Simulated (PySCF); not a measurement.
# C3H7NOSe: the cost of one run

Programs: PySCF 2.14.0. All values are calculated, for the isolated system unless a continuum is named. Atoms count from 0, parts from 1.

## 1. Starting point

13 atoms, charge 0, multiplicity 1; geometry: GFN2-xTB, rigid scan. Parts: 1 = atoms 0–3, `N=C=O`, charge 0; 2 = atoms 4–12, `C[Se]C`, charge 0.

## 2. Counterpoise and decomposition: 2.72 Å

Job settings and geometry (Å):

```
{"job": {"kind": "inter", "xc": "r2SCAN", "basis": "def2-SVPD", "disp": "d4"}, "charge": 0, "multiplicity": 1, "parts": [{"atoms": "0-3", "charge": 0, "multiplicity": 1}, {"atoms": "4-12", "charge": 0, "multiplicity": 1}]}
N     -0.626826     0.035234    -0.301969
C      0.523174     0.052742     0.002712
O      1.672957     0.126048     0.095213
H     -1.493111    -0.149658     0.157480
C     -4.021988     0.408724     3.515558
Se    -3.727554    -0.230577     1.698770
C     -5.185245     0.746158     0.846601
H     -5.001242     0.080396     3.855664
H     -3.955338     1.494057     3.525763
H     -3.246825    -0.019736     4.144123
H     -5.148150     0.532336    -0.217664
H     -5.048069     1.810981     1.019308
H     -6.132040     0.408495     1.261338
```

Level: r2SCAN-D4/def2-SVPD interaction energy, counterpoise and uncorrected, gas phase.

Run with:

```console
> OMP_NUM_THREADS=1 python cluster_run.py task.json out
```

The driver reads the jobs from task.json and runs them one after another.

Q: Estimate the wall time and peak memory of this first job on 1 thread of Arm Neoverse N1, shared host.

About 93 s, with a peak of 0.56 GiB.
